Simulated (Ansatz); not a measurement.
**C2H9O2SbSi: basis-set convergence**

An exercise on one series of results from a longer session: the logs are not shown, and one member is left open.

Program: Ansatz 0.2.0, Gaussian basis. Level of theory: one geometry, several basis sets. These are calculated values, not measurements.

Levels to be run: PBE0-D4/def2-SVP; ωB97M-V/def2-SVP; PBE0-D4/def2-QZVPP; ωB97M-V/def2-QZVPP; the functionals' def2-TZVPP values are taken from earlier runs.

## Structure used throughout

The geometry comes from an earlier relaxation with PBE0-D4 in a triple-zeta def2 set; it is a stationary point, not always the lowest conformer. Sb takes the def2 core potential; no spin-orbit term is included.

15 atoms, charge 0, spin multiplicity 1.

Atoms are counted from 1 here; the program's logs count them from 0.

Bond lengths: C1–O2 1.407 Å, C1–H7 1.094 Å, C1–H8 1.097 Å, C1–H9 1.099 Å, O2–Sb3 1.969 Å, Sb3–Si4 2.587 Å, Sb3–O5 1.969 Å, Si4–H10 1.487 Å, Si4–H11 1.483 Å, Si4–H12 1.487 Å, O5–C6 1.407 Å, C6–H13 1.099 Å, C6–H14 1.094 Å, C6–H15 1.097 Å. Angles: O2–C1–H7 108.5°, O2–C1–H8 111.3°, O2–C1–H9 112.9°, H7–C1–H8 108.1°, H7–C1–H9 107.8°, H8–C1–H9 108.0°, C1–O2–Sb3 119.5°, O2–Sb3–Si4 89.2°, O2–Sb3–O5 99.6°, Si4–Sb3–O5 89.2°, Sb3–Si4–H10 109.4°, Sb3–Si4–H11 108.8°, Sb3–Si4–H12 109.4°, H10–Si4–H11 110.3°, H10–Si4–H12 108.7°, H11–Si4–H12 110.3°, Sb3–O5–C6 119.5°, O5–C6–H13 112.9° and more.

The first run:

The input, in.yaml:

```yaml
crystal:
  periodic: [false, false, false]
  atoms:
    - {symbol: C, position_ang: [-1.586651, -1.452650, -1.156991]}
    - {symbol: O, position_ang: [-0.405787, -1.401661, -0.394261]}
    - {symbol: Sb, position_ang: [-0.277827, -0.140981, 1.112740]}
    - {symbol: Si, position_ang: [2.134811, -0.965477, 1.551559]}
    - {symbol: O, position_ang: [0.456232, 1.423922, 0.169902]}
    - {symbol: C, position_ang: [-0.420954, 2.368693, -0.392931]}
    - {symbol: H, position_ang: [-1.674146, -2.450868, -1.595314]}
    - {symbol: H, position_ang: [-1.564659, -0.721569, -1.974337]}
    - {symbol: H, position_ang: [-2.490243, -1.267601, -0.558819]}
    - {symbol: H, position_ang: [2.782105, -0.084207, 2.559920]}
    - {symbol: H, position_ang: [2.890515, -0.929459, 0.275741]}
    - {symbol: H, position_ang: [2.092390, -2.352132, 2.087879]}
    - {symbol: H, position_ang: [-1.340431, 2.501736, 0.194779]}
    - {symbol: H, position_ang: [0.090549, 3.334428, -0.437213]}
    - {symbol: H, position_ang: [-0.707801, 2.087125, -1.413454]}
basis:
  gaussian: {orbitals: def2-SVP}
hamiltonian: {xc: pbe0, dispersion: d4}
output: {orbitals: {seedname: orbitals}}
```

Command:

```
$ ansatz run in.yaml --threads 2 --pin off --events-out ev --progress --plain --max-ram 32768MiB --backend cpu
```

Among the steps run: PBE0-D4 in def2-SVP; ωB97M-V in def2-SVP; PBE0-D4 in def2-QZVPP; ωB97M-V in def2-QZVPP.

One of the session's tables, all rows but one given; the rest of the session is left out.

It belongs to the step «Density functionals: the series». 

| functional | basis | HOMO (eV) |
| --- | --- | --- |
| PBE0-D4 | def2-SVP | -6.66 |
| PBE0-D4 | def2-TZVPP | -6.77 |
| PBE0-D4 | def2-QZVPP | -6.80 |
| ωB97M-V | def2-SVP | -8.68 |
| ωB97M-V | def2-TZVPP | ? |
| ωB97M-V | def2-QZVPP | -8.83 |

**Question.** Estimate the row for ωB97M-V, def2-TZVPP.

As computed: HOMO (eV): -8.81. In the column «HOMO (eV)» it lies between ωB97M-V, def2-QZVPP (-8.83) and ωB97M-V, def2-SVP (-8.68).
